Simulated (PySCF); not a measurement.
# C8H7N: a tour of settings

Which settings matter for C8H7N (`N#CC1=C[C@@H]2C=C[C@H]1C2`), and how do bad ones show?

The runs use PySCF 2.14.0, with density-fitted response routines of our own; the level of theory stands in each step. All values are computed, except where a source is named. Atoms count from 0, in the outputs and in this text.

## 1. The molecule as given

16 atoms, charge 0, multiplicity 1; geometry from: GFN2-xTB.

Bonds of the start (Å): N0–C1 1.15, C1–C2 1.40, C2–C3 1.34, C3–C4 1.52, C4–C5 1.52, C5–C6 1.32, C6–C7 1.52, C7–C8 1.54, C7–C2 1.53, C8–C4 1.54, C3–H9 1.07, C4–H10 1.09, C5–H11 1.07, C6–H12 1.07, C7–H13 1.09, C8–H14 1.09, C8–H15 1.09.

## 2. TDDFT and polarisability: OPBE/pcseg-1

The job: settings as JSON, then the geometry in Å.

```
{"job": {"kind": "uv", "xc": "OPBE", "basis": "pcseg-1", "nstates": 25, "ntriplets": 5, "tda": false}, "charge": 0, "multiplicity": 1}
N      3.443024     1.398823    -0.383576
C      2.365400     1.001542    -0.391667
C      1.068344     0.485783    -0.381026
C      0.016584     0.797932    -1.146722
C     -1.144796    -0.051072    -0.671419
C     -1.451994     0.444157     0.737029
C     -0.415113     0.130728     1.499455
C      0.596230    -0.578596     0.614495
C     -0.373273    -1.335415    -0.309528
H     -0.043129     1.530590    -1.929058
H     -1.988905    -0.129482    -1.349680
H     -2.346094     0.978700     0.993731
H     -0.246934     0.346303     2.536811
H      1.379963    -1.137516     1.116780
H      0.115464    -1.804204    -1.163923
H     -0.982369    -2.069326     0.216887
```

With the program's defaults for keys left out, this is: TDDFT OPBE/pcseg-1, vertical, gas phase, core orbitals frozen in the response.

Launch:

```sh
OMP_NUM_THREADS=1 python probes_run.py task.json out
```

One launch serves the whole session: the jobs run in the order shown.

Standard output:

```text
coarse grid: 14096 points
cycle   1  E = -363.4120970549  dE =  1.340e+00  |g| = 4.895e-01  |ddm| = 4.612e+00
cycle   2  E = -363.2339152269  dE =  1.782e-01  |g| = 1.003e+00  |ddm| = 1.881e+00
cycle   3  E = -363.4501255394  dE = -2.162e-01  |g| = 3.392e-01  |ddm| = 1.343e+00
cycle   4  E = -363.4766189781  dE = -2.649e-02  |g| = 7.501e-02  |ddm| = 4.239e-01
cycle   5  E = -363.4778242589  dE = -1.205e-03  |g| = 2.570e-02  |ddm| = 1.450e-01
cycle   6  E = -363.4779446467  dE = -1.204e-04  |g| = 1.703e-02  |ddm| = 5.142e-02
cycle   7  E = -363.4780203752  dE = -7.573e-05  |g| = 4.413e-03  |ddm| = 2.205e-02
cycle   8  E = -363.4780246545  dE = -4.279e-06  |g| = 1.811e-03  |ddm| = 6.507e-03
final grid: 138264 points
cycle   9  E = -363.4977913134  dE = -9.414e-05  |g| = 9.907e-03  |ddm| = 8.515e-02
cycle  10  E = -363.4976988839  dE =  9.243e-05  |g| = 2.093e-02  |ddm| = 3.800e-02
cycle  11  E = -363.4978091745  dE = -1.103e-04  |g| = 5.634e-03  |ddm| = 2.914e-02
cycle  12  E = -363.4978177975  dE = -8.623e-06  |g| = 9.428e-04  |ddm| = 7.062e-03
cycle  13  E = -363.4978179350  dE = -1.375e-07  |g| = 5.802e-04  |ddm| = 1.437e-03
cycle  14  E = -363.4978180149  dE = -7.991e-08  |g| = 1.422e-04  |ddm| = 7.377e-04
cycle  15  E = -363.4978180186  dE = -3.713e-09  |g| = 6.642e-05  |ddm| = 2.041e-04
cycle  16  E = -363.4978180196  dE = -1.003e-09  |g| = 2.016e-05  |ddm| = 9.140e-05
cycle  17  E = -363.4978180197  dE = -1.081e-10  |g| = 3.609e-06  |ddm| = 2.924e-05
converged SCF energy = -363.4978180197

Static polarisability (au): isotropic 81.140, principal 61.750 72.807 108.863

Singlet excitations
state   eV       nm        f      main configurations
  1   4.0115    309.1   0.00801   H->L 0.81, H-1->L 0.16
  2   4.8754    254.3   0.03766   H-1->L 0.62, H->L+1 0.22, H->L 0.12
  3   5.6270    220.3   0.00716   H-2->L 0.92
  4   6.0538    204.8   0.08815   H-1->L+1 0.40, H->L+1 0.28, H-1->L 0.10
  5   6.0980    203.3   0.00376   H-3->L 0.80, H->L+2 0.16
  6   6.1341    202.1   0.01018   H->L+2 0.73, H-3->L 0.18
  7   6.4983    190.8   0.02001   H-4->L 0.90
  8   6.6139    187.5   0.00601   H->L+3 0.95
  9   6.6779    185.7   0.05370   H-6->L 0.33, H-5->L 0.30, H-1->L+1 0.12
 10   6.7580    183.5   0.04488   H-5->L 0.51, H-1->L+1 0.19, H->L+1 0.10
 11   6.8143    181.9   0.05271   H-6->L 0.61, H->L+1 0.10
 12   7.0115    176.8   0.05242   H-1->L+2 0.65, H-7->L 0.25
 13   7.0608    175.6   0.00966   H-7->L 0.64, H-1->L+2 0.22
 14   7.3776    168.1   0.00049   H-8->L 0.96
 15   7.3890    167.8   0.01321   H-2->L+1 0.81
 16   7.4304    166.9   0.00867   H-1->L+3 0.95
 17   7.6478    162.1   0.00275   H-3->L+1 0.89
 18   7.7000    161.0   0.00911   H->L+4 0.82
 19   7.7675    159.6   0.00295   H-9->L 0.76, H->L+5 0.10
 20   7.8061    158.8   0.00634   H->L+5 0.87
 21   7.9132    156.7   0.01135   H->L+6 0.94
 22   8.0033    154.9   0.00373   H-4->L+1 0.82
 23   8.2004    151.2   0.00351   H->L+7 0.73, H-10->L 0.15
 24   8.2538    150.2   0.00011   H-5->L+1 0.74, H->L+7 0.11
 25   8.2834    149.7   0.01092   H-6->L+1 0.93

Triplet excitations (Tamm-Dancoff, eV): 3.0067 3.8273 4.6153 5.4241 5.6695
```

Wall time 83 s (1 thread of Arm Neoverse N1, shared host); peak memory 0.54 GiB.

Frontier orbitals and where they lie:

| orbital | eV | atoms |
| --- | --- | --- |
| HOMO−3 | -8.37 | N0 76 %, C1 13 % |
| HOMO−2 | -8.06 | N0 43 %, C1 28 %, C7 7 % |
| HOMO−1 | -6.85 | C5 18 %, C3 16 %, C6 16 % |
| HOMO | -6.06 | C6 23 %, C5 23 %, C3 19 % |
| LUMO | -2.48 | C3 33 %, C2 19 %, N0 14 % |
| LUMO+1 | -0.85 | C5 35 %, C6 30 %, C3 8 % |
| LUMO+2 | 0.02 | N0 37 %, C1 36 %, C7 7 % |

With each of the 25 states as a Gaussian band of 0.4 eV half-width at 1/e, the curve within the window shown has maxima at 301 nm (ε 340), 254 nm (ε 1,500), 182 nm (ε 8,700) L/(mol cm). Beyond the last state computed it falls off for lack of states. The curve at chosen wavelengths:

```csv
nm,ε (L/mol/cm)
144,368
153,1472
161,2066
170,3948
179,8159
188,7622
196,5627
205,4729
214,2834
222,1293
231,728
240,1028
249,1464
257,1502
266,1146
275,708
284,440
292,356
301,344
310,336
318,301
327,237
336,167
345,106
353,66
362,37
```

Further results of this job:

| property | computed |
| --- | --- |
| dipole moment (D) | 4.60 |
| polarisability (Å³) | 12.02 |
| HOMO–LUMO gap (eV) | 3.58 |
| −ε(HOMO) (eV) | 6.06 |

## 3. Shielding tensors: PBE0/pcSseg-1 in acetone

Settings changed since step 2:

```diff
@@ -1,2 +1,2 @@
-{"job": {"kind": "uv", "xc": "OPBE", "basis": "pcseg-1", "nstates": 25, "ntriplets": 5, "tda": false}, "charge": 0, "multiplicity": 1}
+{"job": {"kind": "nmr", "xc": "PBE0", "basis": "pcSseg-1", "solvent": "acetone", "pop": false}, "charge": 0, "multiplicity": 1}
 N      3.443024     1.398823    -0.383576
```

With the program's defaults for keys left out, this is: GIAO PBE0/pcSseg-1 NMR shielding, non-relativistic, IEF-PCM acetone.

Standard output:

```text
coarse grid: 14096 points
cycle   1  E = -363.1627767421  dE =  1.689e+00  |g| = 4.334e-01  |ddm| = 3.919e+00
cycle   2  E = -363.0980376875  dE =  6.474e-02  |g| = 7.123e-01  |ddm| = 1.152e+00
cycle   3  E = -363.2057911207  dE = -1.078e-01  |g| = 1.304e-01  |ddm| = 7.021e-01
cycle   4  E = -363.2093745127  dE = -3.583e-03  |g| = 4.393e-02  |ddm| = 1.564e-01
cycle   5  E = -363.2098013586  dE = -4.268e-04  |g| = 9.587e-03  |ddm| = 6.067e-02
cycle   6  E = -363.2098214898  dE = -2.013e-05  |g| = 2.749e-03  |ddm| = 1.216e-02
cycle   7  E = -363.2098231964  dE = -1.707e-06  |g| = 7.774e-04  |ddm| = 2.774e-03
final grid: 138264 points
cycle   8  E = -363.2642892027  dE = -3.788e-05  |g| = 7.352e-03  |ddm| = 5.035e-02
cycle   9  E = -363.2642824931  dE =  6.710e-06  |g| = 9.229e-03  |ddm| = 1.917e-02
cycle  10  E = -363.2643031643  dE = -2.067e-05  |g| = 9.053e-04  |ddm| = 1.089e-02
cycle  11  E = -363.2643033365  dE = -1.723e-07  |g| = 3.783e-04  |ddm| = 1.186e-03
cycle  12  E = -363.2643033712  dE = -3.463e-08  |g| = 9.655e-05  |ddm| = 3.853e-04
cycle  13  E = -363.2643033733  dE = -2.137e-09  |g| = 2.502e-05  |ddm| = 1.019e-04
cycle  14  E = -363.2643033734  dE = -1.075e-10  |g| = 1.342e-05  |ddm| = 2.872e-05
converged SCF energy = -363.2643033734

GIAO shielding tensors (ppm)
atom      isotropic    diamagn.    paramagn.     s11        s22        s33       span
  0 N      -43.429     343.355    -386.784   -176.706   -141.341    187.761    364.467
  1 C       60.834     255.907    -195.073    -61.697    -47.877    292.075    353.772
  2 C       53.447     259.071    -205.625    -68.133     80.168    148.305    216.438
  3 C        5.756     245.373    -239.618   -135.615      3.638    149.244    284.859
  4 C      130.016     246.495    -116.479    117.551    126.666    145.830     28.279
  5 C       34.259     251.709    -217.450    -95.672     46.887    151.561    247.233
  6 C       30.881     251.540    -220.659   -101.765     40.495    153.914    255.679
  7 C      128.075     240.927    -112.853    115.912    125.318    142.995     27.083
  8 C      104.824     243.572    -138.748     84.329    111.019    119.124     34.795
  9 H       23.190      30.427      -7.236     19.467     23.596     26.508      7.041
 10 H       27.666      30.493      -2.827     24.388     25.673     32.938      8.551
 11 H       24.374      30.437      -6.063     22.728     24.151     26.243      3.515
 12 H       24.156      30.678      -6.523     21.942     24.247     26.278      4.336
 13 H       27.819      30.853      -3.034     24.729     26.565     32.163      7.434
 14 H       29.297      29.025       0.272     25.744     26.910     35.238      9.493
 15 H       29.286      29.173       0.113     25.601     26.730     35.529      9.928
```

Wall time 54 s (1 thread of Arm Neoverse N1, shared host); peak memory 1.1 GiB.

Shifts follow as δ = σ(reference) − σ, with reference shieldings (ppm) from runs at the same level and on the same kind of geometry: 1H TMS 31.69, 13C TMS 187.8, 15N NH3 270.5. The references are single molecules in the same continuum, so shifts against H2O, NH3, PH3, H3PO4 or CFCl3 are not on the usual liquid scales and can be off by tens of ppm.

| atoms | environment | σ (ppm) | δ (ppm) |
| --- | --- | --- | --- |
| C3 | alkene CH | 5.8 | 182.1 |
| C6 | alkene CH | 30.9 | 156.9 |
| C5 | alkene CH | 34.3 | 153.6 |
| C2 | fully substituted alkene carbon | 53.4 | 134.4 |
| C1 | nitrile carbon | 60.8 | 127.0 |
| C8 | sp3 CH2 in a ring | 104.8 | 83.0 |
| C7 | allylic sp3 CH | 128.1 | 59.8 |
| C4 | allylic sp3 CH | 130.0 | 57.8 |
| H9 | hydrogen on an alkene CH | 23.19 | 8.50 |
| H12 | hydrogen on an alkene CH | 24.16 | 7.54 |
| H11 | hydrogen on an alkene CH | 24.37 | 7.32 |
| H10 | hydrogen on an allylic sp3 CH | 27.67 | 4.02 |
| H13 | hydrogen on an allylic sp3 CH | 27.82 | 3.87 |
| H15 | hydrogen on an sp3 CH2 in a ring | 29.29 | 2.40 |
| H14 | hydrogen on an sp3 CH2 in a ring | 29.30 | 2.39 |
| N0 | nitrile nitrogen | -43.4 | 313.9 |

Ring of atoms C2, C3, C4, C7, C8: NICS(0) -2.6, NICS(1) -3.8, NICS(1)zz -5.4 ppm (means of both faces).

Ring of atoms C4, C5, C6, C7, C8: NICS(0) -1.4, NICS(1) -3.7, NICS(1)zz -5.5 ppm (means of both faces).

## 4. NMR shieldings: PBE0/cc-pCVDZ

Settings changed since step 3:

```diff
@@ -1,2 +1,2 @@
-{"job": {"kind": "nmr", "xc": "PBE0", "basis": "pcSseg-1", "solvent": "acetone", "pop": false}, "charge": 0, "multiplicity": 1}
+{"job": {"kind": "nmr", "xc": "PBE0", "basis": "cc-pCVDZ", "pop": false, "scf": {"max_cycle": 5}}, "charge": 0, "multiplicity": 1}
 N      3.443024     1.398823    -0.383576
```

With the program's defaults for keys left out, this is: PBE0/cc-pCVDZ.

Standard output:

```text
KeyError: 'Element h (Z=1) not found in basis cc-pCVDZ version 0'
```

It took 0.04 s on 1 thread of Arm Neoverse N1, shared host.

Diagnosis: The basis cc-pCVDZ has no functions for an element of the molecule, so the input was refused before any integral. Cure: choose a basis that covers all elements.

## 5. Shielding tensors: HSE06/6-31G-J in dichloromethane

Settings changed since step 4:

```diff
@@ -1,2 +1,2 @@
-{"job": {"kind": "nmr", "xc": "PBE0", "basis": "cc-pCVDZ", "pop": false, "scf": {"max_cycle": 5}}, "charge": 0, "multiplicity": 1}
+{"job": {"kind": "nmr", "xc": "HSE06", "basis": "6-31G-J", "solvent": "dichloromethane", "pop": false, "grid": 4}, "charge": 0, "multiplicity": 1}
 N      3.443024     1.398823    -0.383576
```

Method: GIAO HSE06/6-31G-J NMR shielding, non-relativistic, IEF-PCM dichloromethane.

Standard output:

```text
coarse grid: 14096 points
cycle   1  E = -363.3299872554  dE =  1.686e+00  |g| = 4.298e-01  |ddm| = 4.383e+00
cycle   2  E = -363.2380127193  dE =  9.197e-02  |g| = 7.812e-01  |ddm| = 1.534e+00
cycle   3  E = -363.3697784085  dE = -1.318e-01  |g| = 1.519e-01  |ddm| = 1.007e+00
cycle   4  E = -363.3749148493  dE = -5.136e-03  |g| = 4.620e-02  |ddm| = 2.451e-01
cycle   5  E = -363.3754328068  dE = -5.180e-04  |g| = 1.051e-02  |ddm| = 9.395e-02
cycle   6  E = -363.3754610058  dE = -2.820e-05  |g| = 2.816e-03  |ddm| = 1.935e-02
cycle   7  E = -363.3754628062  dE = -1.800e-06  |g| = 1.016e-03  |ddm| = 3.704e-03
final grid: 366696 points
cycle   8  E = -363.2982958603  dE = -1.760e-04  |g| = 7.310e-03  |ddm| = 4.922e-02
cycle   9  E = -363.2982911533  dE =  4.707e-06  |g| = 7.439e-03  |ddm| = 1.813e-02
cycle  10  E = -363.2983043073  dE = -1.315e-05  |g| = 2.196e-03  |ddm| = 1.295e-02
cycle  11  E = -363.2983050856  dE = -7.783e-07  |g| = 1.232e-03  |ddm| = 3.074e-03
cycle  12  E = -363.2983054289  dE = -3.432e-07  |g| = 2.935e-04  |ddm| = 1.768e-03
cycle  13  E = -363.2983054418  dE = -1.296e-08  |g| = 7.636e-05  |ddm| = 3.624e-04
cycle  14  E = -363.2983054434  dE = -1.552e-09  |g| = 1.361e-05  |ddm| = 1.226e-04
cycle  15  E = -363.2983054434  dE = -3.354e-11  |g| = 7.931e-06  |ddm| = 2.276e-05
converged SCF energy = -363.2983054434

GIAO shielding tensors (ppm)
atom      isotropic    diamagn.    paramagn.     s11        s22        s33       span
  0 N      -36.013     340.953    -376.966   -165.434   -131.310    188.705    354.139
  1 C       68.663     260.814    -192.151    -51.265    -37.900    295.156    346.421
  2 C       58.787     263.121    -204.333    -61.369     84.960    152.771    214.139
  3 C       15.244     254.254    -239.010   -121.086     12.986    153.833    274.919
  4 C      136.607     252.621    -116.014    122.572    133.274    153.976     31.404
  5 C       42.089     257.340    -215.251    -84.211     52.363    158.116    242.328
  6 C       38.895     256.582    -217.688    -89.720     46.092    160.312    250.032
  7 C      133.531     247.163    -113.632    120.182    130.961    149.449     29.266
  8 C      110.160     246.724    -136.564     85.486    117.559    127.434     41.948
  9 H       24.506      28.791      -4.285     21.428     25.151     26.939      5.511
 10 H       29.034      31.662      -2.628     25.861     26.779     34.463      8.601
 11 H       25.665      29.334      -3.670     24.528     25.826     26.640      2.112
 12 H       25.419      29.369      -3.950     23.779     25.650     26.829      3.050
 13 H       29.058      31.654      -2.596     25.828     27.731     33.614      7.786
 14 H       30.172      31.045      -0.874     26.367     27.940     36.209      9.842
 15 H       30.217      31.656      -1.439     26.280     27.810     36.560     10.280
```

It took 91 s on 1 thread of Arm Neoverse N1, shared host; peak memory 0.92 GiB.

In short: σ C3 15.2, C6 38.9, C5 42.1, C2 58.8, H9 24.51, H12 25.42 ppm.

## 6. Shielding tensors: PBE0/MINI in dichloromethane

Settings changed since step 5:

```diff
@@ -1,2 +1,2 @@
-{"job": {"kind": "nmr", "xc": "HSE06", "basis": "6-31G-J", "solvent": "dichloromethane", "pop": false, "grid": 4}, "charge": 0, "multiplicity": 1}
+{"job": {"kind": "nmr", "xc": "PBE0", "basis": "MINI", "solvent": "dichloromethane", "pop": true}, "charge": 0, "multiplicity": 1}
 N      3.443024     1.398823    -0.383576
```

Level: GIAO PBE0/MINI NMR shielding, non-relativistic, IEF-PCM dichloromethane.

Standard output:

```text
coarse grid: 14096 points
cycle   1  E = -360.4095774488  dE =  2.090e+00  |g| = 3.574e-01  |ddm| = 6.820e+00
cycle   2  E = -360.3180662393  dE =  9.151e-02  |g| = 6.651e-01  |ddm| = 1.278e+00
cycle   3  E = -360.4526310423  dE = -1.346e-01  |g| = 2.282e-02  |ddm| = 8.300e-01
cycle   4  E = -360.4527091208  dE = -7.808e-05  |g| = 1.845e-02  |ddm| = 6.680e-02
cycle   5  E = -360.4528083295  dE = -9.921e-05  |g| = 5.452e-03  |ddm| = 3.395e-02
cycle   6  E = -360.4528182818  dE = -9.952e-06  |g| = 9.383e-04  |ddm| = 9.741e-03
final grid: 138264 points
cycle   7  E = -360.4460418702  dE = -1.418e-05  |g| = 3.760e-03  |ddm| = 2.194e-02
cycle   8  E = -360.4460403116  dE =  1.559e-06  |g| = 4.543e-03  |ddm| = 1.341e-02
cycle   9  E = -360.4460464248  dE = -6.113e-06  |g| = 1.370e-03  |ddm| = 7.410e-03
cycle  10  E = -360.4460469776  dE = -5.528e-07  |g| = 1.326e-04  |ddm| = 1.801e-03
cycle  11  E = -360.4460469822  dE = -4.630e-09  |g| = 4.775e-05  |ddm| = 2.485e-04
cycle  12  E = -360.4460469829  dE = -6.460e-10  |g| = 1.892e-05  |ddm| = 9.403e-05
converged SCF energy = -360.4460469829

GIAO shielding tensors (ppm)
atom      isotropic    diamagn.    paramagn.     s11        s22        s33       span
  0 N      -22.562     317.802    -340.363   -154.636   -127.825    214.776    369.412
  1 C      145.185     258.755    -113.571     70.585     70.966    294.003    223.418
  2 C      116.619     238.716    -122.097     18.417    141.751    189.689    171.273
  3 C       82.149     242.886    -160.737    -17.058     71.291    192.213    209.271
  4 C      175.128     231.690     -56.562    166.725    170.459    188.199     21.474
  5 C       99.058     244.835    -145.777      3.849     99.953    193.372    189.523
  6 C       97.298     244.034    -146.736      0.617     96.293    194.984    194.367
  7 C      173.251     229.262     -56.011    166.368    168.172    185.213     18.845
  8 C      153.313     235.519     -82.206    133.720    159.586    166.632     32.912
  9 H       22.038      26.477      -4.439     20.287     20.715     25.112      4.826
 10 H       26.335      27.645      -1.309     21.565     22.665     34.776     13.211
 11 H       23.067      27.433      -4.366     21.190     22.408     25.603      4.413
 12 H       22.911      26.844      -3.933     21.107     22.928     24.699      3.592
 13 H       26.415      26.396       0.019     21.498     23.993     33.754     12.256
 14 H       27.631      26.189       1.442     22.569     24.096     36.228     13.659
 15 H       27.652      27.551       0.101     22.244     23.955     36.756     14.512
```

Wall time 12 s (1 thread of Arm Neoverse N1, shared host); peak memory 0.57 GiB.

Key values: σ C3 82.1, C6 97.3, C5 99.1, C2 116.6, H9 22.04, H12 22.91 ppm.

## 7. Comparing the runs: NMR shifts

Isotropic shieldings (ppm) of some atoms, chosen among heavy atoms and hydrogens apart, with basis size and wall time:

| run | C3 | C6 | C5 | C2 | C1 | H10 | H13 | functions | time |
| --- | --- | --- | --- | --- | --- | --- | --- | --- | --- |
| PBE0/pcSseg-1 in acetone | 5.8 | 30.9 | 34.3 | 53.4 | 60.8 | 27.67 | 27.82 | 188 | 54 s |
| HSE06/6-31G-J in dichloromethane | 15.2 | 38.9 | 42.1 | 58.8 | 68.7 | 29.03 | 29.06 | 136 | 91 s |
| PBE0/MINI in dichloromethane | 82.1 | 97.3 | 99.1 | 116.6 | 145.2 | 26.34 | 26.41 | 52 | 12 s |

## 8. Summary of results

| quantity | value |
| --- | --- |
| lowest singlet (OPBE/pcseg-1) | 4.01 eV (309 nm), f = 0.008 |
| brightest single state of those computed | state 4, 6.05 eV, f = 0.088 |
| lowest triplet | 3.01 eV |
| 13C shifts against TMS (PBE0/pcSseg-1, acetone) | 182.1, 156.9, 153.6, 134.4, 127.0, 83.0, 59.8, 57.8 ppm |
| 1H shifts against TMS (PBE0/pcSseg-1, acetone) | 8.50, 7.54, 7.32, 4.02, 3.87, 2.40, 2.39 ppm |
| 15N shifts against NH3 (PBE0/pcSseg-1, acetone) | 313.9 ppm |
| range of the shielding of C1 | 60.8 to 145.2 ppm |
| property runs in this session | 5, of which 1 failed and 1 gave unsound results |

What this shows: Single values in the summary come from the first run of each kind that ended normally (OPBE/pcseg-1; PBE0/pcSseg-1), which need not be the best level. The lowest singlet, at 4.01 eV, is HOMO→LUMO 0.81, HOMO−1→LUMO 0.16 and is weak; of the 25 states computed, the strongest absorption comes from state 4 at 6.05 eV. The lowest triplet lies 1.00 eV below the lowest singlet (triplets in Tamm-Dancoff, singlets in full TDDFT). In ppm, C1 moves most: its shielding spreads over 84.4 ppm, from 60.8 (PBE0/pcSseg-1 in acetone) to 145.2 (PBE0/MINI in dichloromethane). A minimal basis is unusable for shieldings, so that end is no result.
